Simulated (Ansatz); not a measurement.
# BGeCl (triplet): the correlation ladder, cc-pVDZ

How much of the correlation energy of BGeCl (triplet) does each wave-function method recover here?

The runs use Ansatz 0.2.0, Gaussian basis; cc-pVDZ, correlated electrons: outside noble gas.

To be run: UHF; CCSD(T) on ROHF; CCSD(T) on UHF; BCCD(T) on ROHF; CISD; CCSDT(Q) on ROHF; CCSDT(Q) on UHF; CASSCF and MRCISD+Q, 12 electrons in 11 orbitals; CASSCF and NEVPT2, 12 electrons in 11 orbitals.

### 1 The system

The geometry is a PBE0/def2-TZVP stationary point (not a proven minimum). No spin-orbit coupling is included. The filled d shell of Ge may be among the frozen orbitals whatever the setting's name suggests; the logs give the count.

3 atoms, charge 0, spin multiplicity 3.

Atoms are counted from 1 here; the program's logs count them from 0.

Bond lengths: Cl1–B2 1.692 Å, B2–Ge3 1.952 Å. Angles: Cl1–B2–Ge3 180.0°.

As a file:

```xyz
3
charge 0, multiplicity 3
Cl    0.0000    0.0000   -1.7788
B     0.0000    0.0000   -0.0866
Ge    0.0000    0.0000    1.8654
```

In the tables R marks a restricted open-shell determinant and U an unrestricted one; 'valence' is the active space of 12 electrons in 11 orbitals; correlation energies count from the lowest restricted Hartree-Fock solution.

### 2 UHF

Contents of in.yaml:

```yaml
crystal:
  periodic: [false, false, false]
  atoms:
    - {symbol: Cl, position_ang: [0.000000, 0.000000, -1.778800]}
    - {symbol: B, position_ang: [0.000000, 0.000000, -0.086600]}
    - {symbol: Ge, position_ang: [0.000000, 0.000000, 1.865400]}
basis:
  gaussian: {orbitals: cc-pVDZ}
magnetization: {spin_polarized: true, initial_magnetization: 2}
hamiltonian: {xc: hf}
output: {orbitals: {seedname: orbitals}}
```

Run with:

```
> ansatz run in.yaml --threads 1 --pin off --events-out ev --progress --plain --max-ram 2393MiB
```

The runs that follow: CCSD(T) on ROHF; CCSD(T) on UHF; BCCD(T) on ROHF; CISD; CCSDT(Q) on ROHF; CCSDT(Q) on UHF; CASSCF and MRCISD+Q, 12 electrons in 11 orbitals; CASSCF and NEVPT2, 12 electrons in 11 orbitals.

Before running them: what should the planned runs give, taken together? Wanted: correlation energy, UCCSDT(Q); RMP2 from UCCSDT(Q); UMP2 from UCCSDT(Q); RCCSD from UCCSDT(Q); RCCSD(T) from UCCSDT(Q); UCCSD(T) from UCCSDT(Q); RCCSDT(Q) from UCCSDT(Q); NEVPT2 valence from UCCSDT(Q); MRCISD+Q valence from UCCSDT(Q).

The runs gave:

| quantity | value |
| --- | --- |
| correlation energy, UCCSDT(Q) | -8.3401 eV |
| RMP2 from UCCSDT(Q) | +1205.4 meV |
| UMP2 from UCCSDT(Q) | +1221.5 meV |
| RCCSD from UCCSDT(Q) | +354.5 meV |
| RCCSD(T) from UCCSDT(Q) | +63.7 meV |
| UCCSD(T) from UCCSDT(Q) | +61.0 meV |
| RCCSDT(Q) from UCCSDT(Q) | +5.9 meV |
| NEVPT2 valence from UCCSDT(Q) | +1159.9 meV |
| MRCISD+Q valence from UCCSDT(Q) | +38.3 meV |
| levels of the table within 1 kcal/mol (43 meV) | RCCSDT, UCCSDT, RCCSDT(Q), MRCISD+Q valence |
| T1 diagnostic | 0.020 |
| effectively unpaired electrons | 2.03 |

What this shows: RCCSD(T) misses by +63.7 meV, 0.8 % of the correlation energy. One determinant dominates. Of the multireference levels listed MRCISD+Q valence comes nearest in total energy (+38.3 meV), which doesn't show that its space is the better one. These misses are within one basis, not against nature; the frozen cores of restricted and unrestricted runs differ, which can shift their rows.
